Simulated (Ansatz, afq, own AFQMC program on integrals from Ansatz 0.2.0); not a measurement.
# Ga2SiH (doublet): AFQMC on the coupled-cluster ladder at scale of all distances = 1.134, cc-pVDZ

Aim: compute Ga2SiH (doublet) with auxiliary-field quantum Monte Carlo on the same integrals as coupled cluster, and set the energies side by side.

The runs use Ansatz 0.2.0, Gaussian basis, and an in-house AFQMC program (afq) on its integrals; all values are calculated; cc-pVDZ, frozen cores.

To be run: PBE (unrestricted); r2SCAN (unrestricted); PBE0 (unrestricted); B3LYP (unrestricted); wB97M-V (unrestricted); B2PLYP (unrestricted); CCSD(T) on UHF; CCSDT(Q) on UHF; Phaseless AFQMC, CISD trial on UHF.

4 further runs of the same task are left out: 4 that didn't finish. Runs told in other sessions of the task aren't counted.

**1. The system**

The geometry derives from a PBE0/def2-TZVP stationary point (not a proven minimum). All distances are scaled together. No spin-orbit coupling is included. The filled d shell of Ga may be among the frozen orbitals whatever the setting's name suggests.

4 atoms, charge 0, spin multiplicity 2.

Atoms are counted from 1 here; the program's logs count them from 0.

No contacts short enough for the rule that draws bonds.

**2. PBE (unrestricted)**

The input, in.yaml:

```yaml
crystal:
  periodic: [false, false, false]
  atoms:
    - {symbol: Ga, position_ang: [-0.000002, -0.591420, 2.854472]}
    - {symbol: Si, position_ang: [-0.000014, -0.273724, -0.000036]}
    - {symbol: Ga, position_ang: [-0.000002, -0.591418, -2.854499]}
    - {symbol: H, position_ang: [0.000018, 1.456562, 0.000064]}
basis:
  gaussian: {orbitals: cc-pVDZ}
magnetization: {spin_polarized: true, initial_magnetization: 1}
hamiltonian: {xc: {name: PBE}}
output: {orbitals: {seedname: orbitals}}
```

Started as:

```console
> ansatz run in.yaml --threads 1 --pin off --events-out ev --progress --plain --max-ram 1382MiB
```

What it wrote:

```text
Functional definition: PBE
  name "PBE"
  cite "Perdew, Burke & Ernzerhof, Phys. Rev. Lett. 77, 3865 (1996) doi:10.1103/PhysRevLett.77.3865"
  parent pbe
  parameter kappa = 0.804
  parameter beta = 0.06672455060314922
  exchange = pbe_x(kappa = kappa, mu = beta*pi^2/3)
  correlation = pbe_c(beta = beta)
877 factors; integrals over basis functions are off by at most 1.7e-3 eV
mean field evaluation 1: about -112624.1197 eV, gradient 1.5e1 eV
mean field evaluation 2: about -112606.4100 eV, gradient 3.9e1 eV
mean field evaluation 4: about -112626.3957 eV, gradient 1.2e0 eV
mean field evaluation 8: about -112626.4121 eV, gradient 7.9e-2 eV
mean field evaluation 16: about -112626.4122 eV, gradient 3.7e-5 eV
mean field evaluation 32: about -112623.4258 eV, gradient 4.7e0 eV
mean field evaluation 64: about -112624.9311 eV, gradient 3.6e-1 eV
mean field evaluation 96: about -112626.2058 eV, gradient 8.1e-1 eV
mean field -112626.41223320 eV, -4138.9443086458 hartree, gradient 3.7e-5 eV, S^2 0.754066; 6 other end points of the search recorded, 0 dependent functions left out
reference -112626.41227231 eV, -4138.9443100831 hartree; 39, 38 occupied and 38, 39 virtual orbitals, 877 factors
Total energy: -112626.41227231 eV, -4138.9443100831 hartree
```

Run time: 16 s. Hardware: 1 thread of AMD EPYC 7R13 (Zen 3), shared host.

From the report: ⟨S²⟩ of the determinant 0.754 (pure doublet: 0.75).

**3. r2SCAN (unrestricted)**

Changes to in.yaml since step 2:

```diff
@@ -10,3 +10,2 @@
 magnetization: {spin_polarized: true, initial_magnetization: 1}
-hamiltonian: {xc: {name: PBE}}
-output: {orbitals: {seedname: orbitals}}
+hamiltonian: {xc: {name: r2SCAN}}
```

The command is unchanged.

What it wrote, cut to the lines that bear on the results:

```text
Functional definition: r2SCAN
  name "r2SCAN"
  cite "Furness, Kaplan, Ning, Perdew & Sun, J. Phys. Chem. Lett. 11, 8208 (2020) doi:10.1021/acs.jpclett.0c02405"
  cite "Furness, Kaplan, Ning, Perdew & Sun, J. Phys. Chem. Lett. 11, 9248 (2020) doi:10.1021/acs.jpclett.0c03077"
  parent r2scan
[...]
877 factors; integrals over basis functions are off by at most 1.7e-3 eV
[...]
mean field -112644.33136624 eV, -4139.6028246392 hartree, gradient 2.6e-5 eV, S^2 0.758307; 10 other end points of the search recorded, 0 dependent functions left out
reference -112644.33138199 eV, -4139.6028252180 hartree; 39, 38 occupied and 38, 39 virtual orbitals, 877 factors
Total energy: -112644.33138199 eV, -4139.6028252180 hartree
```

Run time: 30 s. Hardware: 1 thread of AMD EPYC 7R13 (Zen 3), shared host.

From the report: ⟨S²⟩ of the determinant 0.758 (pure doublet: 0.75).

**4. PBE0 (unrestricted)**

Changes to in.yaml since step 3:

```diff
@@ -10,2 +10,3 @@
 magnetization: {spin_polarized: true, initial_magnetization: 1}
-hamiltonian: {xc: {name: r2SCAN}}
+hamiltonian: {xc: {name: PBE0}}
+output: {orbitals: {seedname: orbitals}}
```

The command is unchanged.

What it wrote, cut to the lines that bear on the results:

```text
Functional definition: PBE0
  name "PBE0"
  cite "Adamo & Barone, J. Chem. Phys. 110, 6158 (1999) doi:10.1063/1.478522"
  cite "Perdew, Burke & Ernzerhof, Phys. Rev. Lett. 77, 3865 (1996) doi:10.1103/PhysRevLett.77.3865"
  parent pbe
[...]
877 factors; integrals over basis functions are off by at most 1.7e-3 eV
[...]
mean field -112628.94425978 eV, -4139.0373589066 hartree, gradient 2.5e-5 eV, S^2 0.755898; 4 other end points of the search recorded, 0 dependent functions left out
reference -112628.94428902 eV, -4139.0373599811 hartree; 39, 38 occupied and 38, 39 virtual orbitals, 877 factors
Total energy: -112628.94428902 eV, -4139.0373599811 hartree
```

Run time: 10 s. Hardware: 1 thread of AMD EPYC 7R13 (Zen 3), shared host; peak memory 0.25 GiB.

From the report: ⟨S²⟩ of the determinant 0.756 (pure doublet: 0.75).

**5. B3LYP (unrestricted)**

Changes to in.yaml since step 4:

```diff
@@ -10,3 +10,2 @@
 magnetization: {spin_polarized: true, initial_magnetization: 1}
-hamiltonian: {xc: {name: PBE0}}
-output: {orbitals: {seedname: orbitals}}
+hamiltonian: {xc: {name: B3LYP}}
```

Launched as before.

What it wrote, cut to the lines that bear on the results:

```text
Functional definition: B3LYP
  name "B3LYP"
  cite "Stephens, Devlin, Chabalowski & Frisch, J. Phys. Chem. 98, 11623 (1994) doi:10.1021/j100096a001"
  cite "Becke, Phys. Rev. A 38, 3098 (1988) doi:10.1103/PhysRevA.38.3098"
  cite "Lee, Yang & Parr, Phys. Rev. B 37, 785 (1988) doi:10.1103/PhysRevB.37.785"
  cite "Vosko, Wilk & Nusair, Can. J. Phys. 58, 1200 (1980) doi:10.1139/p80-159"
[...]
877 factors; integrals over basis functions are off by at most 1.7e-3 eV
[...]
mean field -112649.53495136 eV, -4139.7940528654 hartree, gradient 2.9e-5 eV, S^2 0.753592; 6 other end points of the search recorded, 0 dependent functions left out
reference -112649.53519545 eV, -4139.7940618355 hartree; 39, 38 occupied and 38, 39 virtual orbitals, 877 factors
Total energy: -112649.53519545 eV, -4139.7940618355 hartree
```

Wall time 21 s (1 thread of AMD EPYC 7R13 (Zen 3), shared host); peak memory 0.26 GiB.

From the report: ⟨S²⟩ of the determinant 0.754 (pure doublet: 0.75).

**6. wB97M-V (unrestricted)**

Changes to in.yaml since step 5:

```diff
@@ -10,2 +10,3 @@
 magnetization: {spin_polarized: true, initial_magnetization: 1}
-hamiltonian: {xc: {name: B3LYP}}
+hamiltonian: {xc: {name: wB97M-V}}
+output: {orbitals: {seedname: orbitals}}
```

The command is unchanged.

What it wrote, cut to the lines that bear on the results:

```text
Functional definition: wB97M-V
  name "wB97M-V"
  cite "Mardirossian & Head-Gordon, J. Chem. Phys. 144, 214110 (2016) doi:10.1063/1.4952647"
  cite "Becke, J. Chem. Phys. 107, 8554 (1997) doi:10.1063/1.475007"
  cite "Vydrov & Van Voorhis, J. Chem. Phys. 133, 244103 (2010) doi:10.1063/1.3521275"
  # Of w^i u^j: cxij and so on, Table III.
[...]
  gx(w, u) = 1 - cx + cx01*u + cx10*w
  gss(w, u) = css00 + css04*u^4 + css10*w + css20*w^2 + css43*w^4*u^3
  gos(w, u) = cos00 + cos10*w + (cos20 + cos21*u)*w^2 + (cos60 + cos61*u)*w^6
[...]
      + integral(e_c_pw_mod_opposite_spin*gos(b97_w_opposite, b97_u_opposite)) + vv10(b, c)
877 factors; integrals over basis functions are off by at most 1.7e-3 eV
247 factors; integrals over basis functions are off by at most 1.4e-5 eV
[...]
mean field -112639.62209613 eV, -4139.4297621547 hartree, gradient 5.0e-5 eV, S^2 0.752869; 6 other end points of the search recorded, 0 dependent functions left out
reference -112639.62213908 eV, -4139.4297637332 hartree; 39, 38 occupied and 38, 39 virtual orbitals, 877 factors
Total energy: -112639.62213908 eV, -4139.4297637332 hartree
```

Run time: 34 s. Hardware: 1 thread of AMD EPYC 7R13 (Zen 3), shared host; peak memory 0.43 GiB.

From the report: ⟨S²⟩ of the determinant 0.753 (pure doublet: 0.75).

**7. B2PLYP (unrestricted)**

Changes to in.yaml since step 6:

```diff
@@ -10,3 +10,3 @@
 magnetization: {spin_polarized: true, initial_magnetization: 1}
-hamiltonian: {xc: {name: wB97M-V}}
-output: {orbitals: {seedname: orbitals}}
+hamiltonian: {xc: {name: B2PLYP}}
+correlation: {electrons: outside_noble_gas}
```

The command is unchanged.

What it wrote, cut to the lines that bear on the results:

```text
Functional definition: B2PLYP
  name "B2PLYP"
  cite "Grimme, J. Chem. Phys. 124, 034108 (2006) doi:10.1063/1.2148954"
  cite "Becke, Phys. Rev. A 38, 3098 (1988) doi:10.1103/PhysRevA.38.3098"
  cite "Lee, Yang & Parr, Phys. Rev. B 37, 785 (1988) doi:10.1103/PhysRevB.37.785"
[...]
877 factors; integrals over basis functions are off by at most 1.7e-3 eV
[...]
mean field -112618.25201001 eV, -4138.6444259751 hartree, gradient 7.7e-6 eV, S^2 0.757921; 6 other end points of the search recorded, 0 dependent functions left out
33 core orbitals not correlated: weight in the atoms' cores, before any rotation towards them, 1.000 or more for the frozen orbitals, at most 0.000 for the correlated occupied ones
reference -112618.25216498 eV, -4138.6444316699 hartree; 6, 5 occupied and 38, 39 virtual orbitals, 877 factors
second order -6.13291316 eV of doubles, -0.00000000 eV of singles
Total energy: -112619.90805153 eV, -4138.7052843783 hartree
```

Wall time 15 s (1 thread of AMD EPYC 7R13 (Zen 3), shared host); peak memory 0.26 GiB.

From the report: ⟨S²⟩ of the determinant 0.758 (pure doublet: 0.75).

**8. CCSD(T) on UHF**

Changes to in.yaml since step 7:

```diff
@@ -10,3 +10,2 @@
 magnetization: {spin_polarized: true, initial_magnetization: 1}
-hamiltonian: {xc: {name: B2PLYP}}
-correlation: {electrons: outside_noble_gas}
+correlation: {method: ccsd_t, electrons: outside_noble_gas, hamiltonian_folder: ham}
```

Same command.

What it wrote, cut to the lines that bear on the results:

```text
Functional definition: HF
  name "HF"
  cite "Fock, Z. Phys. 61, 126 (1930) doi:10.1007/BF01340294"
  parent pbe
[...]
877 factors; integrals over basis functions are off by at most 1.7e-3 eV
[...]
mean field -112543.10742527 eV, -4135.8829134205 hartree, gradient 3.9e-6 eV, S^2 0.783068; 21 other end points of the search recorded, 0 dependent functions left out
determinant -112543.10742527 eV, -4135.8829134205 hartree, with singles and doubles -112548.89441652 eV, -4136.0955814264 hartree
determinant -112542.26653332 eV, -4135.8520112116 hartree, with singles and doubles -112547.85498040 eV, -4136.0573828536 hartree
determinant -112541.94124898 eV, -4135.8400572322 hartree, with singles and doubles -112547.99062796 eV, -4136.0623678096 hartree
determinant -112541.87514260 eV, -4135.8376278677 hartree, with singles and doubles -112547.34305845 eV, -4136.0385700688 hartree
[...]
determinant -112540.73618701 eV, -4135.7957720217 hartree, with singles and doubles -112546.38024981 eV, -4136.0031875039 hartree
determinant -112540.44714057 eV, -4135.7851497612 hartree, with singles and doubles -112546.27614747 eV, -4135.9993618136 hartree
determinant -112539.89422168 eV, -4135.7648303668 hartree, with singles and doubles -112546.16721751 eV, -4135.9953587114 hartree
33 core orbitals not correlated: weight in the atoms' cores, before any rotation towards them, 1.000 or more for the frozen orbitals, at most 0.000 for the correlated occupied ones
reference -112543.10742527 eV, -4135.8829134205 hartree; 6, 5 occupied and 38, 39 virtual orbitals, 877 factors
second order -4.52596957 eV of doubles, -0.00000000 eV of singles
cycle   1  -5.78664198 eV  change    3.5e-4 eV  update   3.1e-3
[...]
cycle   9  -5.78760751 eV  change    1.0e-5 eV  update   9.3e-6
perturbative correction -0.25321481 eV, -0.0093054727 hartree
Total energy: -112549.14824759 eV, -4136.1049095463 hartree
```

Wall time 67 s (1 thread of AMD EPYC 7R13 (Zen 3), shared host); peak memory 0.29 GiB.

From the report: ⟨S²⟩ of the determinant 0.783 (pure doublet: 0.75); correlation -6.0408 eV; T1 0.032; largest double amplitude 0.09.

This run also writes the integrals to the folder ham.

**9. CCSDT(Q) on UHF**

Changes to in.yaml since step 8:

```diff
@@ -10,2 +10,2 @@
 magnetization: {spin_polarized: true, initial_magnetization: 1}
-correlation: {method: ccsd_t, electrons: outside_noble_gas, hamiltonian_folder: ham}
+correlation: {method: ccsdt_q, electrons: outside_noble_gas}
```

Same command.

What it wrote, cut to the lines that bear on the results:

```text
Functional definition: HF
  name "HF"
  cite "Fock, Z. Phys. 61, 126 (1930) doi:10.1007/BF01340294"
  parent pbe
[...]
1519 factors; integrals over basis functions are off by at most 2.3e-7 eV
[...]
mean field -112543.10746776 eV, -4135.8829149822 hartree, gradient 4.2e-6 eV, S^2 0.783068; 21 other end points of the search recorded, 0 dependent functions left out
determinant -112543.10746776 eV, -4135.8829149822 hartree, with singles and doubles -112548.89445767 eV, -4136.0955829386 hartree
determinant -112542.26659077 eV, -4135.8520133228 hartree, with singles and doubles -112547.85503764 eV, -4136.0573849573 hartree
determinant -112541.94129827 eV, -4135.8400590437 hartree, with singles and doubles -112547.99067637 eV, -4136.0623695887 hartree
determinant -112541.87520542 eV, -4135.8376301762 hartree, with singles and doubles -112547.34312260 eV, -4136.0385724264 hartree
[...]
determinant -112540.73625612 eV, -4135.7957745617 hartree, with singles and doubles -112546.38031930 eV, -4136.0031900577 hartree
determinant -112540.44717692 eV, -4135.7851510968 hartree, with singles and doubles -112546.27620168 eV, -4135.9993638058 hartree
determinant -112539.89427243 eV, -4135.7648322317 hartree, with singles and doubles -112546.16726616 eV, -4135.9953604992 hartree
33 core orbitals not correlated: weight in the atoms' cores, before any rotation towards them, 1.000 or more for the frozen orbitals, at most 0.000 for the correlated occupied ones
reference -112543.10746776 eV, -4135.8829149822 hartree; 6, 5 occupied and 38, 39 virtual orbitals, 1519 factors
second order -4.52600184 eV of doubles, -0.00000000 eV of singles
cycle   1  -5.33580869 eV  change   -8.1e-1 eV  update   1.2e-1
[...]
cycle  25  -6.10309902 eV  change    6.0e-7 eV  update   9.5e-7
perturbative correction -0.02496507 eV, -0.0009174494 hartree
Total energy: -112549.23553185 eV, -4136.1081171837 hartree
```

Run time: 4.1 min. Hardware: 1 thread of AMD EPYC 7R13 (Zen 3), shared host; peak memory 0.62 GiB.

From the report: ⟨S²⟩ of the determinant 0.783 (pure doublet: 0.75); correlation -6.1281 eV; T1 0.038; largest double amplitude 0.11.

**10. Phaseless AFQMC, CISD trial on UHF**

It reads the integrals that the CCSD(T) run on this determinant wrote.

Started as:

```console
> afq ham --method phaseless --trial cisd --walkers 60 --populations 1 --least-time 40 --time-step 0.005 --steps-per-block 50 --equilibration-blocks 28 --max-blocks 300 --target-error 0.0004 --factor-cut 1e-05 --start spin_pure --seed 6305 --release-times 0.24,0.51,0.99,1.62,2.4 --release-step 0.03 --release-every 4 --taylor-order 6
```

What it wrote:

```text
orbitals 44  electrons 6 5  factors 332 of 877
reference energy -4135.88291342 Eh
CCSD correlation -0.21269065 Eh in 16 cycles, weight of the determinant in the CISD state 0.7958
energy of the start -4136.094233 Eh
 block  time / (1/Eh)  mean weight  energy / Eh
     1     0.250  0.9986  -4136.090010
     2     0.500  0.9998  -4136.090335
     3     0.750  0.9998  -4136.091912
     4     1.000  0.9992  -4136.093553
     5     1.250  0.9997  -4136.095089
     6     1.500  0.9996  -4136.096498
     7     1.750  1.0003  -4136.098953
     8     2.000  0.9976  -4136.098038
     9     2.250  1.0007  -4136.104125
    10     2.500  0.9997  -4136.103630
    17     4.250  1.0000  -4136.107214
    25     6.250  1.0002  -4136.110871
    33     8.250  1.0005  -4136.107609
    41    10.250  1.0023  -4136.101926
    49    12.250  1.0003  -4136.109651
    57    14.250  1.0001  -4136.103440
    65    16.250  1.0004  -4136.108714
    73    18.250  0.9995  -4136.111212
    81    20.250  1.0010  -4136.105338
    89    22.250  1.0006  -4136.109370
    97    24.250  0.9999  -4136.105725
   105    26.250  0.9993  -4136.105506
   113    28.250  1.0004  -4136.104015
   121    30.250  1.0000  -4136.101675
   129    32.250  1.0006  -4136.098409
   137    34.250  1.0028  -4136.101231
   145    36.250  0.9986  -4136.103284
   153    38.250  1.0018  -4136.102712
   161    40.250  1.0010  -4136.125948
   169    42.250  0.9997  -4136.108683
   177    44.250  0.9997  -4136.113131
   185    46.250  1.0005  -4136.107636
   193    48.250  0.9993  -4136.103889
   201    50.250  0.9999  -4136.105076
   209    52.250  1.0012  -4136.104018
   217    54.250  1.0003  -4136.109346
   225    56.250  0.9990  -4136.103885
   233    58.250  1.0012  -4136.099570
   241    60.250  1.0009  -4136.099553
   249    62.250  0.9992  -4136.108452
   257    64.250  1.0003  -4136.100961
   265    66.250  0.9993  -4136.098489
   273    68.250  0.9992  -4136.101736
   281    70.250  1.0030  -4136.100752
   289    72.250  0.9994  -4136.100077
   297    74.250  0.9996  -4136.108700
   305    76.250  0.9996  -4136.104796
   313    78.250  0.9987  -4136.106233
   321    80.250  1.0008  -4136.108213
blocks merged  error / Eh  count
     1  0.000270  300
     2  0.000351  150
     4  0.000455  75
     8  0.000553  37
    16  0.000616  18
    32  0.000722  9
released: time / (1/Eh)  energy / Eh  error  mean overlap
  0.24  -4136.106478  0.000708  1.0016
  0.51  -4136.107162  0.000529  0.9978
  0.99  -4136.107226  0.000545  0.9974
  1.62  -4136.108465  0.000741  0.9766
  2.40  -4136.107244  0.000817  1.0125
energy -4136.105837 +/- 0.000616 Eh
```

It took 15 min on 1 thread of AMD EPYC 7R13 (Zen 3), shared host.

Energy -112549.1735 ± 0.0168 eV. Caveats: constraint bias not in the error; error above the target.

**11. AFQMC on the ladder**

On the UHF determinant, counted from CCSDT(Q) (a yardstick, not exact):

| level | energy (eV) | from CCSDT(Q) (meV) | statistical error (meV) | time |
| --- | --- | --- | --- | --- |
| HF | -112543.1074 | +6128.1 |  |  |
| MP2 | -112547.6334 | +1602.1 |  |  |
| CCSD | -112548.8950 | +340.5 |  |  |
| CCSD(T) | -112549.1482 | +87.3 |  |  |
| CCSDT(Q) | -112549.2355 | 0.0 |  |  |
| Phaseless AFQMC, CISD trial, step 0.005, 60 walkers | -112549.1735 | +62.1 | 16.8 | 15 min |

The functionals' totals stand on their own zeros and serve differences with other points: PBE -112626.412 eV; r2SCAN -112644.331 eV; PBE0 -112628.944 eV; B3LYP -112649.535 eV; wB97M-V -112639.622 eV; B2PLYP -112619.908 eV.

**12. What came out**

```
                                        quantity             value
                    CCSD(T) on UHF from CCSDT(Q)         +87.3 meV
Phaseless AFQMC, CISD trial on UHF from CCSDT(Q)  +62.1 ± 16.8 meV
```

What this shows: On UHF the phaseless walk with the CISD trial lies +62.1 meV from CCSDT(Q), 4 times its error bar. Error bars are statistical and leave out the constraint, the time step and what remains of the start.
